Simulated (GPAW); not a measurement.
Runs of GPAW 26.7.0 on MoI. The structure is cubic, space group F-43m (No. 216). Conventional cell: a = 6.358 Å, b = 6.358 Å, c = 6.358 Å, α = 90.00°, β = 90.00°, γ = 90.00°. Mo (site symmetry -43m) is surrounded by 4 I at 2.75 Å. I (site symmetry -43m) is surrounded by 4 Mo at 2.75 Å. The cell was built by a generator and needn't be a form met in nature.

```tsv
level	potentials or basis	pressure (GPa)
RPBE	the program's PAW data sets (release 1.2.1) made for this functional, pw	(a)
LDA	the program's PAW data sets (release 1.2.1) made for this functional, pw	-11.2
revPBE	the program's PAW data sets (release 1.2.1) made for this functional, pw	-5.8
r2SCAN	GPAW PAW data sets (gpaw-data 1.2.1), pw	-7.5
PBEsol	PAW data sets generated in the run's folder for this functional, pw	(b)
```

Alike in all rows: task band structure; no spin polarisation; cell as given; k mesh 7 × 7 × 7; cutoff (eV) 600; smearing fermi-dirac 0.05 eV.

Estimate the missing entries.

(a) -5.3; (b) -9.8.

Caveats: an odd number of electrons without spin polarisation forces a metal; a magnetic or distorted state may lie lower; the PAW data sets were made with another functional, which shifts forces and pressure a little (some runs).

Runs at the PBE level aren't shown here.
